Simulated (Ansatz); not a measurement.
Input of an Ansatz 0.2.0 run:

The input input.yaml:

```yaml
crystal:
  lattice:
    - [1.3386, 0.77284, 3.89831]
    - [-1.3386, 0.77284, 3.89831]
    - [0.0, -1.54568, 3.89831]
  atoms:
    - { symbol: Si, position: [0.500255, 0.494541, 0.508914] }
    - { symbol: F, position: [0.001654, 0.016387, -0.015593] }
kpoints:
  mp_grid: { grid: [12, 12, 12] }
scf:
  occupations: { method: fermi_dirac, width: 0.05 }
hamiltonian:
  xc: pbe
  pseudopotentials: { kind: all_electron, lapw: { basis_error: 0.001 } }
output:
  forces: true
  stress: true
  eigenvalues: true
  populations: true
```

Potentials or basis: all-electron LAPW, scalar-relativistic.

Run with:

```console
$ ansatz run input.yaml --threads 1 --pin off --max-ram 3072MiB --backend cpu --events-out ev --progress --plain --runs-dir out
```

Q: What does it give for the Loewdin charges?

A: Si +0.59; F -0.48 e.

Q: Estimate the pressure.

A: 0.2 GPa.

Q: Estimate the largest force.

A: 0.107 eV/Å.

Forces on the atoms (eV/Å):
```
Si   0.047 -0.095  0.014
F   -0.047  0.095 -0.014
```

Caveat: an odd number of electrons without spin polarisation forces a metal; a magnetic or distorted state may lie lower.
